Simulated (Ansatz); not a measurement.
**TiSn in Ansatz: the effect of functional**

Crystal: TiSn.

```
Ti Sn
1.0
     0.00000    2.80055    2.80055
     2.80055    0.00000    2.80055
     2.80055    2.80055    0.00000
Ti Sn
1 1
Cartesian
  0.0000 0.0000 0.0000
  2.8005 2.8005 2.8005
```

The cell was built by a generator and needn't be a form met in nature.

Alike in all runs:

| Property | Result |
| --- | --- |
| Program | Ansatz 0.2.0 |
| Task | band structure |
| Potentials or basis | Ansatz PAW |
| k mesh | 5 × 5 × 5 |
| Occupations | fermi-dirac, width 0.05 eV |
| Spin | no spin polarisation |

```csv
functional,cutoff,pressure (GPa)
LDA,420 eV (not typed: the program's choice for these potentials),?
PBEsol,420 eV (not typed: the program's choice for these potentials),-3.7
RPBE,420 eV (not typed: the program's choice for these potentials),2.3
revPBE,420 eV (not typed: the program's choice for these potentials),1.6
BLYP,420 eV (not typed: the program's choice for these potentials),4.0
r2SCAN,500 eV (not typed: the program's choice for these potentials),-0.9
```

What does the run with functional LDA give?

Pressure -6.4 GPa.

Caveats: all runs use coarse meshes; the PAW data sets come from PBE, with cores solved anew for the run's functional, which leaves a small shift of forces and pressure.

Runs at the PBE level aren't shown here.
